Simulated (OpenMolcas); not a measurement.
# Cu³⁺ among point charges: CASSCF and CASPT2 levels and susceptibility

How does a field of 6 point charges split the states of Cu³⁺, and what χT follows?

Program: OpenMolcas 26.06. Level of theory: state-averaged CASSCF and CASPT2, spin-orbit coupling by RASSI with atomic mean-field integrals. These are calculated values, not measurements, unless marked.

## 1. The system

* Species: Cu³⁺ (copper, Z = 29, 26 electrons)
* Basis: ANO-RCC-VDZP [5s4p2d1f], 34 functions
* Scalar Hamiltonian: DKH2, point nucleus
* Inactive shells: 1s 2s 2p 3s 3p
* Active space: 8 electrons in 5 orbitals (3d)
* Some configurations of this space: 3d8
* Orbitals: optimised for each spin and parity, averaged over all roots

Outer shells as boxes (Hund's rule):

3d8
```
3d [↑↓][↑↓][↑↓][↑ ][↑ ]
```

The ion sits among 6 point charges of -2.2 e arranged as a trigonal antiprism (D3d), 2.15 Å from the ion, with a polar angle of 59.7° against the regular 54.74°.

The work runs as a chain of OpenMolcas steps in one folder; each step below is one input file. Labels, J, g values, rates, χT and fits are worked out afterwards by a script from the matrices that RASSI stores. The input lists half of the charges; inversion (Group=XYZ) makes the rest.

## 2. Basis and integrals

The input, a.inp:

```
&GATEWAY
Coord
1

Cu 0.0 0.0 0.0
Basis=ANO-RCC-VDZP
Group=XYZ
NoMove
AngMom=0.0 0.0 0.0
AMFI
XField
3 Angstrom 0
0.000000 1.855577 1.085971 -2.200000
1.606977 -0.927789 1.085971 -2.200000
1.606977 0.927789 -1.085971 -2.200000
&SEWARD
```

Started as:

```bash
$ OMP_NUM_THREADS=1 MOLCAS_MEM=1689 MOLCAS_PROJECT=a pymolcas a.inp > a.log
```

## 3. Reference wave functions, triplets of even parity, 10 roots

The input, a.inp:

```
&RASSCF
FileOrb=start.orb
Symmetry=1
Spin=3
nActEl=8 0 0
Inactive=3 6
Ras2=5 0
CIRoot=10 10 1
SDav=10
CIMx=300
Iter=120 100
PrWF=0.3
OrbListing=Nothing
MaxOrb=0
>>> COPY $Project.JobIph JOB001
```

start.orb holds the contracted functions of the basis, ordered by shell, or the orbitals of the step before.

## 4. Reference wave functions, singlets of even parity, 15 roots

The input, a.inp:

```
&RASSCF
FileOrb=start.orb
Symmetry=1
Spin=1
nActEl=8 0 0
Inactive=3 6
Ras2=5 0
CIRoot=15 15 1
SDav=15
CIMx=300
Iter=120 100
PrWF=0.3
OrbListing=Nothing
MaxOrb=0
>>> COPY $Project.JobIph JOB002
```

## 5. State interaction with spin-orbit coupling

The input, a.inp:

```
&RASSI
NrOfJobIphs=2 10 15
1 2 3 4 5 6 7 8 9 10
1 2 3 4 5 6 7 8 9 10 11 12 13 14 15
IphNames
JOB001
JOB002
EJob
SpinOrbit
DIPRint=1.0
SOCoupling=1000.0
Subsets=2
Property=9
'ANGMOM' 1 'ANGMOM' 2 'ANGMOM' 3 'MLTPL  1' 1 'MLTPL  1' 2 'MLTPL  1' 3
'AMFI' 1 'AMFI' 2 'AMFI' 3
SOProperty=3
'ANGMOM' 1 'ANGMOM' 2 'ANGMOM' 3
```

## 6. CASPT2: IPEA 0.25, imaginary shift 0.1 (closed shells correlated: 3s 3p)

The input, a.inp:

```
>>> COPY JOB001 $Project.JobIph
&CASPT2
Multistate=10 1 2 3 4 5 6 7 8 9 10
NoMult
Frozen=2 3
IPEA=0.25
Imaginary=0.1
MaxIter=60
WThr=0.0 0.3 0.05
PrWF=0.5
NoMix
>>> COPY JOB002 $Project.JobIph
&CASPT2
Multistate=15 1 2 3 4 5 6 7 8 9 10 11 12 13 14 15
NoMult
Frozen=2 3
IPEA=0.25
Imaginary=0.1
MaxIter=60
WThr=0.0 0.3 0.05
PrWF=0.5
NoMix
```

(Steps that only read results are left out.)

**Question.** What will these runs give? Wanted: spin-free ground state; first state of the same spin within the active space; lowest level; next level.

The runs gave:

```
                                            quantity                                                                        value
                                              method  SS-CASPT2, IPEA 0.25, imaginary shift 0.1 (closed shells correlated: 3s 3p)
                              spin-free ground state                                              3A2, 1-fold in its orbital part
first state of the same spin within the active space                                                             3A1 at 1030 cm⁻¹
                                        lowest level                                               2-fold E, g = 0.00, 0.00, 8.15
                                          next level                                                                   335.8 cm⁻¹
                                         χT at 300 K                                                               2.79 cm³ K/mol
                           effective moment at 300 K                                                                      4.72 μB
```

Cost by method:

```csv
method,time of its own steps,time with the reference
A. CASSCF,4.3 s,4.3 s
"B. SS-CASPT2, IPEA 0.25, imaginary shift 0.1, +3s 3p",1.4 s,5.7 s
```

Times are of one thread on a shared host.

In words: The spin-free ground state (3A2) comes to 100 % from free-ion F terms and keeps the highest spin of the shell. χT at 300 K is 2.79, against 1.00 cm³ K/mol for the spin alone, so orbital moment adds to it. CASPT2 does not keep the components of a term degenerate, and the means are used. The field of point charges can differ much from that of real complexes. This is an electrostatic model: the charges have no orbitals.
